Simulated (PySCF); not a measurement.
# TiF₃: ligand-field states

What do calculations give for the ligand-field states of TiF₃?

Computed with PySCF 2.14.0 and routines of our own; the level stands in each step. Atoms count from 0.

### Step 1. The starting structure

4 atoms, charge 0, states of the metal's open shell are computed; geometry from: model geometry, bond lengths from ionic radii.

### Step 2. Ligand-field states: state-averaged CASSCF

The job: settings as JSON, then the geometry in Å.

```
{"job": {"kind": "lf", "basis": {"metal": "x2c-TZVPall", "ligand": "x2c-SVPall"}, "nevpt": true}, "charge": 0, "metal": "Ti", "open_shell": "d1"}
Ti     0.000000     0.000000     0.000000
F      1.790000     0.000000     0.000000
F     -0.895000     1.550185     0.000000
F     -0.895000    -1.550185     0.000000
```

Method: state-averaged CASSCF of the metal d shell, SC-NEVPT2 on the averaged canonical orbitals, state-interaction spin-orbit coupling.

Run with:

```
> OMP_NUM_THREADS=1 python lf_run.py task.json out
```

This one command runs all jobs of the session in turn.

Standard output:

```text
basis functions 90, electrons 49, active (1e, 5o)
stage 1: DIIS on the effective Fock matrix, level shift 0.30
cycle   1  E = -1150.8796693869  dE = -1.151e+03  max|g| = 5.142e-01
cycle   2  E = -1151.0424399034  dE = -1.628e-01  max|g| = 6.096e-01
cycle   3  E = -1151.1870364248  dE = -1.446e-01  max|g| = 2.670e-01
cycle   4  E = -1151.2736173458  dE = -8.658e-02  max|g| = 9.997e-02
cycle   5  E = -1151.2882368040  dE = -1.462e-02  max|g| = 2.167e-02
cycle   6  E = -1151.2899260947  dE = -1.689e-03  max|g| = 1.692e-02
cycle   7  E = -1151.2903770651  dE = -4.510e-04  max|g| = 8.563e-03
cycle   8  E = -1151.2904825181  dE = -1.055e-04  max|g| = 2.059e-03
cycle   9  E = -1151.2904981827  dE = -1.566e-05  max|g| = 1.572e-03
cycle  10  E = -1151.2905020945  dE = -3.912e-06  max|g| = 6.761e-04
cycle  11  E = -1151.2905028423  dE = -7.478e-07  max|g| = 3.735e-04
cycle  12  E = -1151.2905029871  dE = -1.448e-07  max|g| = 1.820e-04
cycle  13  E = -1151.2905030090  dE = -2.189e-08  max|g| = 1.265e-04
cycle  14  E = -1151.2905030154  dE = -6.459e-09  max|g| = 8.513e-05
cycle  15  E = -1151.2905030183  dE = -2.935e-09  max|g| = 5.240e-05
cycle  16  E = -1151.2905030194  dE = -1.105e-09  max|g| = 3.270e-05
cycle  17  E = -1151.2905030199  dE = -4.293e-10  max|g| = 2.017e-05
cycle  18  E = -1151.2905030200  dE = -1.439e-10  max|g| = 1.275e-05
cycle  19  E = -1151.2905030201  dE = -5.070e-11  max|g| = 8.184e-06
converged average energy = -1151.2905030201

 mult deg   label        CASSCF/cm-1   NEVPT2/cm-1
   2   1   2A1'                0.0           0.0
   2   2   2E''             3139.1        5317.2
   2   2   2E'             19230.6       22287.8

spin-orbit levels / cm-1
      0.00  x2  2A1' 1.00
   5258.89  x2  2E'' 1.00
   5387.04  x2  2E'' 1.00
  22189.47  x2  2E' 1.00
  22395.70  x2  2E' 1.00
```

Wall time 3.4 s (1 thread of Arm Neoverse V1, shared host); peak memory 0.24 GiB.

In short:

```
             quantity     value
spin-orbit constant ζ  121 cm⁻¹
```

Powder susceptibility:

```
T (K)  χT (cm³ K/mol)  μ(eff)
    2           0.346    1.66
    5           0.347    1.67
   10           0.347    1.67
   20           0.349    1.67
   30           0.350    1.67
   50           0.353    1.68
   75           0.357    1.69
  100           0.361    1.70
  150           0.368    1.72
  200           0.376    1.73
  250           0.384    1.75
  300           0.391    1.77
```

### Step 3. Ligand-field states: state-averaged CASSCF (pyramidal angle at 95°)

The job: settings as JSON, then the geometry in Å.

```
{"job": {"kind": "lf", "basis": {"metal": "x2c-TZVPall", "ligand": "x2c-SVPall"}, "nevpt": true, "reuse": true}, "charge": 0, "metal": "Ti", "open_shell": "d1"}
Ti     0.000000     0.000000     0.000000
F      1.783189     0.000000    -0.156009
F     -0.891594     1.544287    -0.156009
F     -0.891594    -1.544287    -0.156009
```

Method: state-averaged CASSCF of the metal d shell, SC-NEVPT2 on the averaged canonical orbitals, state-interaction spin-orbit coupling.

Standard output:

```text
basis functions 90, electrons 49, active (1e, 5o)
start from the orbitals of the previous structure
stage 1: DIIS on the effective Fock matrix, level shift 0.30
cycle   1  E = -1150.8250788369  dE = -1.151e+03  max|g| = 1.108e+00
cycle   2  E = -1151.2530718490  dE = -4.280e-01  max|g| = 2.836e-01
cycle   3  E = -1151.2845987436  dE = -3.153e-02  max|g| = 7.373e-02
cycle   4  E = -1151.2879558013  dE = -3.357e-03  max|g| = 3.824e-02
cycle   5  E = -1151.2894240670  dE = -1.468e-03  max|g| = 1.388e-02
cycle   6  E = -1151.2896961025  dE = -2.720e-04  max|g| = 6.206e-03
cycle   7  E = -1151.2897361612  dE = -4.006e-05  max|g| = 3.003e-03
cycle   8  E = -1151.2897440012  dE = -7.840e-06  max|g| = 1.542e-03
cycle   9  E = -1151.2897460323  dE = -2.031e-06  max|g| = 7.449e-04
cycle  10  E = -1151.2897465859  dE = -5.536e-07  max|g| = 4.013e-04
cycle  11  E = -1151.2897467195  dE = -1.336e-07  max|g| = 2.185e-04
cycle  12  E = -1151.2897467537  dE = -3.426e-08  max|g| = 1.107e-04
cycle  13  E = -1151.2897467604  dE = -6.698e-09  max|g| = 5.719e-05
cycle  14  E = -1151.2897467621  dE = -1.681e-09  max|g| = 2.873e-05
cycle  15  E = -1151.2897467625  dE = -4.407e-10  max|g| = 1.370e-05
cycle  16  E = -1151.2897467627  dE = -1.066e-10  max|g| = 6.752e-06
converged average energy = -1151.2897467627

 mult deg   label        CASSCF/cm-1   NEVPT2/cm-1
   2   1   2A1                 0.0           0.0
   2   2   2E               3217.9        5360.9
   2   2   2E              19045.3       22052.6

spin-orbit levels / cm-1
      0.00  x2  2A1 1.00
   5303.46  x2  2E 1.00
   5429.75  x2  2E 1.00
  21955.75  x2  2E 1.00
  22158.93  x2  2E 1.00
```

Wall time 1.7 s (1 thread of Arm Neoverse V1, shared host); peak memory 0.24 GiB.

From this job:

```csv
quantity,value
spin-orbit constant ζ,122 cm⁻¹
```

Powder susceptibility:

```
T (K)  χT (cm³ K/mol)  μ(eff)
    2           0.346    1.66
   20           0.349    1.67
  100           0.361    1.70
  300           0.391    1.77
```

### Step 4. Ligand-field states: state-averaged CASSCF (pyramidal angle at 100°)

The job: settings as JSON, then the geometry in Å.

```
{"job": {"kind": "lf", "basis": {"metal": "x2c-TZVPall", "ligand": "x2c-SVPall"}, "nevpt": true, "reuse": true}, "charge": 0, "metal": "Ti", "open_shell": "d1"}
Ti     0.000000     0.000000     0.000000
F      1.762806     0.000000    -0.310830
F     -0.881403     1.526635    -0.310830
F     -0.881403    -1.526635    -0.310830
```

Level: state-averaged CASSCF of the metal d shell, SC-NEVPT2 on the averaged canonical orbitals, state-interaction spin-orbit coupling.

Standard output:

```text
basis functions 90, electrons 49, active (1e, 5o)
start from the orbitals of the previous structure
stage 1: DIIS on the effective Fock matrix, level shift 0.30
cycle   1  E = -1150.8258401241  dE = -1.151e+03  max|g| = 1.033e+00
cycle   2  E = -1151.2507918503  dE = -4.250e-01  max|g| = 2.619e-01
cycle   3  E = -1151.2821862361  dE = -3.139e-02  max|g| = 5.951e-02
cycle   4  E = -1151.2855373319  dE = -3.351e-03  max|g| = 3.819e-02
cycle   5  E = -1151.2870237211  dE = -1.486e-03  max|g| = 1.311e-02
cycle   6  E = -1151.2872971275  dE = -2.734e-04  max|g| = 6.075e-03
cycle   7  E = -1151.2873385591  dE = -4.143e-05  max|g| = 2.983e-03
cycle   8  E = -1151.2873467815  dE = -8.222e-06  max|g| = 1.563e-03
cycle   9  E = -1151.2873489481  dE = -2.167e-06  max|g| = 8.054e-04
cycle  10  E = -1151.2873495738  dE = -6.257e-07  max|g| = 4.499e-04
cycle  11  E = -1151.2873497234  dE = -1.497e-07  max|g| = 2.456e-04
cycle  12  E = -1151.2873497626  dE = -3.918e-08  max|g| = 1.259e-04
cycle  13  E = -1151.2873497705  dE = -7.847e-09  max|g| = 6.523e-05
cycle  14  E = -1151.2873497725  dE = -2.014e-09  max|g| = 3.312e-05
cycle  15  E = -1151.2873497730  dE = -5.334e-10  max|g| = 1.586e-05
cycle  16  E = -1151.2873497731  dE = -1.351e-10  max|g| = 7.905e-06
converged average energy = -1151.2873497731

 mult deg   label        CASSCF/cm-1   NEVPT2/cm-1
   2   1   2A1                 0.0           0.0
   2   2   2E               3426.2        5467.1
   2   2   2E              18498.3       21354.1

spin-orbit levels / cm-1
      0.00  x2  2A1 1.00
   5412.69  x2  2E 1.00
   5532.84  x2  2E 1.00
  21262.19  x2  2E 1.00
  21455.84  x2  2E 1.00
```

Wall time 1.8 s (1 thread of Arm Neoverse V1, shared host); peak memory 0.24 GiB.

Key values:

| quantity | value |
| --- | --- |
| spin-orbit constant ζ | 123 cm⁻¹ |

Powder susceptibility:

| T (K) | χT (cm³ K/mol) | μ(eff) |
| --- | --- | --- |
| 2 | 0.347 | 1.67 |
| 20 | 0.349 | 1.67 |
| 100 | 0.361 | 1.70 |
| 300 | 0.390 | 1.77 |

### Step 5. Ligand-field states: state-averaged CASSCF (pyramidal angle at 105°)

The job: settings as JSON, then the geometry in Å.

```
{"job": {"kind": "lf", "basis": {"metal": "x2c-TZVPall", "ligand": "x2c-SVPall"}, "nevpt": true, "reuse": true}, "charge": 0, "metal": "Ti", "open_shell": "d1"}
Ti     0.000000     0.000000     0.000000
F      1.729007     0.000000    -0.463286
F     -0.864504     1.497364    -0.463286
F     -0.864504    -1.497364    -0.463286
```

Method: state-averaged CASSCF of the metal d shell, SC-NEVPT2 on the averaged canonical orbitals, state-interaction spin-orbit coupling.

Standard output:

```text
basis functions 90, electrons 49, active (1e, 5o)
start from the orbitals of the previous structure
stage 1: DIIS on the effective Fock matrix, level shift 0.30
cycle   1  E = -1150.8256200207  dE = -1.151e+03  max|g| = 8.889e-01
cycle   2  E = -1151.2465415227  dE = -4.209e-01  max|g| = 2.413e-01
cycle   3  E = -1151.2777381387  dE = -3.120e-02  max|g| = 5.830e-02
cycle   4  E = -1151.2810728154  dE = -3.335e-03  max|g| = 3.828e-02
cycle   5  E = -1151.2825893849  dE = -1.517e-03  max|g| = 1.260e-02
cycle   6  E = -1151.2828688148  dE = -2.794e-04  max|g| = 5.928e-03
cycle   7  E = -1151.2829118086  dE = -4.299e-05  max|g| = 2.982e-03
cycle   8  E = -1151.2829204872  dE = -8.679e-06  max|g| = 1.580e-03
cycle   9  E = -1151.2829228207  dE = -2.334e-06  max|g| = 9.057e-04
cycle  10  E = -1151.2829235377  dE = -7.170e-07  max|g| = 5.096e-04
cycle  11  E = -1151.2829237111  dE = -1.734e-07  max|g| = 2.794e-04
cycle  12  E = -1151.2829237573  dE = -4.612e-08  max|g| = 1.446e-04
cycle  13  E = -1151.2829237669  dE = -9.608e-09  max|g| = 7.535e-05
cycle  14  E = -1151.2829237694  dE = -2.484e-09  max|g| = 3.859e-05
cycle  15  E = -1151.2829237700  dE = -6.726e-10  max|g| = 1.870e-05
cycle  16  E = -1151.2829237702  dE = -1.730e-10  max|g| = 9.387e-06
converged average energy = -1151.2829237702

 mult deg   label        CASSCF/cm-1   NEVPT2/cm-1
   2   1   2A1                 0.0           0.0
   2   2   2E               3684.1        5567.2
   2   2   2E              17618.0       20227.9

spin-orbit levels / cm-1
      0.00  x2  2A1 1.00
   5518.66  x2  2E 1.00
   5626.69  x2  2E 1.00
  20144.83  x2  2E 1.00
  20321.23  x2  2E 1.00
```

Run time: 2.3 s. Hardware: 1 thread of Arm Neoverse V1, shared host; peak memory 0.24 GiB.

Key values:

```
             quantity     value
spin-orbit constant ζ  125 cm⁻¹
```

Powder susceptibility:

```
T (K)  χT (cm³ K/mol)  μ(eff)
    2           0.347    1.67
   20           0.350    1.67
  100           0.361    1.70
  300           0.389    1.76
```

### Step 6. Ligand-field states: state-averaged CASSCF (pyramidal angle at 110°)

The job: settings as JSON, then the geometry in Å.

```
{"job": {"kind": "lf", "basis": {"metal": "x2c-TZVPall", "ligand": "x2c-SVPall"}, "nevpt": true, "reuse": true}, "charge": 0, "metal": "Ti", "open_shell": "d1"}
Ti     0.000000     0.000000     0.000000
F      1.682050     0.000000    -0.612216
F     -0.841025     1.456698    -0.612216
F     -0.841025    -1.456698    -0.612216
```

With the program's defaults for keys left out, this is: state-averaged CASSCF of the metal d shell, SC-NEVPT2 on the averaged canonical orbitals, state-interaction spin-orbit coupling.

Standard output:

```text
basis functions 90, electrons 49, active (1e, 5o)
start from the orbitals of the previous structure
stage 1: DIIS on the effective Fock matrix, level shift 0.30
cycle   1  E = -1150.8212455269  dE = -1.151e+03  max|g| = 8.595e-01
cycle   2  E = -1151.2395681467  dE = -4.183e-01  max|g| = 2.260e-01
cycle   3  E = -1151.2705896130  dE = -3.102e-02  max|g| = 6.246e-02
cycle   4  E = -1151.2738971344  dE = -3.308e-03  max|g| = 3.855e-02
cycle   5  E = -1151.2754543888  dE = -1.557e-03  max|g| = 1.333e-02
cycle   6  E = -1151.2757457634  dE = -2.914e-04  max|g| = 5.606e-03
cycle   7  E = -1151.2757907334  dE = -4.497e-05  max|g| = 2.916e-03
cycle   8  E = -1151.2758000061  dE = -9.273e-06  max|g| = 1.595e-03
cycle   9  E = -1151.2758025664  dE = -2.560e-06  max|g| = 1.030e-03
cycle  10  E = -1151.2758033963  dE = -8.299e-07  max|g| = 5.850e-04
cycle  11  E = -1151.2758036029  dE = -2.066e-07  max|g| = 3.223e-04
cycle  12  E = -1151.2758036587  dE = -5.586e-08  max|g| = 1.684e-04
cycle  13  E = -1151.2758036710  dE = -1.225e-08  max|g| = 8.833e-05
cycle  14  E = -1151.2758036742  dE = -3.178e-09  max|g| = 4.565e-05
cycle  15  E = -1151.2758036750  dE = -8.861e-10  max|g| = 2.248e-05
cycle  16  E = -1151.2758036753  dE = -2.317e-10  max|g| = 1.122e-05
cycle  17  E = -1151.2758036753  dE = -5.662e-11  max|g| = 5.918e-06
converged average energy = -1151.2758036753

 mult deg   label        CASSCF/cm-1   NEVPT2/cm-1
   2   1   2A1                 0.0           0.0
   2   2   2E               3870.6        5558.2
   2   2   2E              16458.1       18740.6

spin-orbit levels / cm-1
      0.00  x2  2A1 1.00
   5520.04  x2  2E 1.00
   5607.07  x2  2E 1.00
  18671.52  x2  2E 1.00
  18820.73  x2  2E 1.00
```

Wall time 1.8 s (1 thread of Arm Neoverse V1, shared host); peak memory 0.24 GiB.

In short:

```
             quantity     value
spin-orbit constant ζ  127 cm⁻¹
```

Powder susceptibility:

```
T (K)  χT (cm³ K/mol)  μ(eff)
    2           0.347    1.67
   20           0.350    1.67
  100           0.360    1.70
  300           0.388    1.76
```

### Step 7. The runs side by side

From the NEVPT2 states (cm⁻¹; the spread is that of the fitted one-electron ligand-field levels):

```
step                 setting  ground state    next state  orbital spread    ζ  μ(eff), 300 K
   2                as given          2A1'  2E'' at 5317           22288  121           1.77
   3   pyramidal angle at 95           2A1    2E at 5361           22053  122           1.77
   4  pyramidal angle at 100           2A1    2E at 5467           21354  123           1.77
   5  pyramidal angle at 105           2A1    2E at 5567           20228  125           1.76
   6  pyramidal angle at 110           2A1    2E at 5558           18741  127           1.76
```

### Step 8. Results

| quantity | value |
| --- | --- |
| spin-orbit constant ζ (step 2, state-averaged CASSCF) | 121 cm⁻¹ |
| ground multiplicity, μ(eff) at 300 K (step 2, 3 donors at 1.79 Å) | 2, 1.77 μB |
| ground multiplicity, μ(eff) at 300 K (step 3, 3 donors at 1.79 Å) | 2, 1.77 μB |
| ground multiplicity, μ(eff) at 300 K (step 4, 3 donors at 1.79 Å) | 2, 1.77 μB |
| ground multiplicity, μ(eff) at 300 K (step 5, 3 donors at 1.79 Å) | 2, 1.76 μB |
| ground multiplicity, μ(eff) at 300 K (step 6, 3 donors at 1.79 Å) | 2, 1.76 μB |

In words: In step 2, χT goes from 0.35 at 2 K to 0.39 cm³ K/mol at 300 K, as higher levels fill or mix in. The spread of the ligand-field levels runs from 18741 cm⁻¹ (pyramidal angle at 110) to 22288 cm⁻¹ (as given); μ(eff) at 300 K: 1.76 to 1.77 μB.
